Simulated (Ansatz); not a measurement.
# Be16P: the cost of one run

Program: Ansatz 0.2.0. Level of theory: DFT PBEsol, plane waves, PAW, scalar-relativistic, no spin polarisation. These are calculated values, not measurements.

## (1) Starting point

The cell holds 17 atoms (Be16P): a = 4.580 Å, b = 4.580 Å, c = 16.383 Å, α = 90.00°, β = 90.00°, γ = 60.00°.

The coordinates stand in the first input below.

## (2) Relaxing end A

input.yaml

```yaml
crystal:
  lattice:
    - [4.58, 0.0, 0.0]
    - [2.29, 3.966396, 0.0]
    - [0.0, 0.0, 16.382645]
  atoms:
    - { symbol: Be, position: [-0.1666667, 0.3333333, 0.0610402] }
    - { symbol: Be, position: [0.3333333, 0.3333333, 0.0610402] }
    - { symbol: Be, position: [-0.1666667, 0.8333333, 0.0610402] }
    - { symbol: Be, position: [0.3333333, 0.8333333, 0.0610402] }
    - { symbol: Be, position: [0.0, 0.0, 0.1705595] }
    - { symbol: Be, position: [0.5, 0.0, 0.1705595] }
    - { symbol: Be, position: [0.0, 0.5, 0.1705595] }
    - { symbol: Be, position: [0.5, 0.5, 0.1705595] }
    - { symbol: Be, position: [-0.1666667, 0.3333333, 0.2800787] }
    - { symbol: Be, position: [0.3333333, 0.3333333, 0.2800787] }
    - { symbol: Be, position: [-0.1666667, 0.8333333, 0.2800787] }
    - { symbol: Be, position: [0.3333333, 0.8333333, 0.2800787] }
    - { symbol: Be, position: [0.0, 0.0, 0.389598] }
    - { symbol: Be, position: [0.5, 0.0, 0.389598] }
    - { symbol: Be, position: [0.0, 0.5, 0.389598] }
    - { symbol: Be, position: [0.5, 0.5, 0.389598] }
    - { symbol: P, position: [0.2312444, 0.7447818, 0.4970287] }
basis:
  ecutwfc: 420.0
kpoints:
  mp_grid: { grid: [5, 5, 1] }
hamiltonian:
  xc: pbesol
scf:
  occupations: { method: fermi_dirac, width: 0.15 }
  lower_state_search: "off"
relax:
  f_tol: 0.03
  max_steps: 60
  adjacent_minimum: "off"
  constraints: [{ sites: [0, 1, 2, 3] }]
output:
  write_density: true
  write_potential: true
  elf: true
  volumetric_format: npy
```

Launch:

```bash
> ansatz run input.yaml --threads 1 --pin off --max-ram 3072MiB --backend cpu --events-out ev --progress --plain --runs-dir out
```

**Question.** How long does this run take on 1 thread of Arm Neoverse V2, shared host, and how much memory does it need?

About 1.7 min, with a peak of 0.47 GiB.
